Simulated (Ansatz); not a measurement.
# Sn2GeSe3: the cost of one run

Program: Ansatz 0.2.0. Level of theory: DFT PBE, scalar-relativistic, plane waves, PAW. These are calculated values, not measurements.

1 further run of the same task is left out (it didn't finish).

## Step 1: The system as given

The structure is trigonal, space group R-3m (No. 166). The conventional cell has a = 6.354 Å, b = 6.354 Å, c = 14.847 Å, α = 90.00°, β = 90.00°, γ = 120.00°. Sn (site symmetry 3m) is surrounded by 9 Se at 3.56 to 3.70 Å and 3 Ge at 3.71 Å and 4 Sn at 3.79 to 3.85 Å. Around Ge (site symmetry -3m) lie 6 Se at 3.08 Å. Se (site symmetry 2/m) has 2 Ge at 3.08 Å and 6 Sn at 3.56 to 3.70 Å as nearest neighbours.

As a file:

```
CELL_PARAMETERS angstrom
3.17704 1.83426 4.94912
-3.17704 1.83426 4.94912
0.00000 -3.66853 4.94912
ATOMIC_POSITIONS crystal
Sn 0.62776 0.62776 0.62776
Sn 0.37224 0.37224 0.37224
Ge 0.00000 0.00000 0.00000
Se 0.00000 0.50000 0.00000
Se 0.50000 0.00000 0.00000
Se 0.00000 0.00000 0.50000
```

Recipe of the guess: species swapped into a database cell of Zr2Co3Mo (R-3m, No. 166), with Sn on the Zr sites, Se on the Co sites and Ge on the Mo sites. Lengths come from tabulated atomic sizes and are only a guess.

## Step 2: Probe: one point on a coarse mesh

Contents of input.yaml:

```yaml
crystal:
  lattice:
    - [3.17703976, 1.83426476, 4.94911679]
    - [-3.17703976, 1.83426476, 4.94911679]
    - [0.0, -3.66852952, 4.94911679]
  atoms:
    - { symbol: Sn, position: [0.62775701, 0.62775701, 0.62775701] }
    - { symbol: Sn, position: [0.37224299, 0.37224299, 0.37224299] }
    - { symbol: Ge, position: [0.0, 0.0, 0.0] }
    - { symbol: Se, position: [0.0, 0.5, 0.0] }
    - { symbol: Se, position: [0.5, 0.0, 0.0] }
    - { symbol: Se, position: [0.0, 0.0, 0.5] }
basis:
  ecutwfc: 420
kpoints:
  mp_grid: { grid: [3, 3, 3] }
hamiltonian:
  xc: pbe
scf:
  occupations: { method: gaussian, width: 0.1 }
  lower_state_search: "off"
output:
  forces: true
  stress: true
  eigenvalues: true
```

Started as:

```console
ansatz run input.yaml --threads 1 --pin off --max-ram 2560MiB --backend cpu --events-out ev --progress --plain --runs-dir out
```

What time and memory should one allow on 1 thread of Intel Xeon at 2.50GHz (Skylake/Cascade Lake), shared host?

About 8.3 s, with a peak of 0.48 GiB.
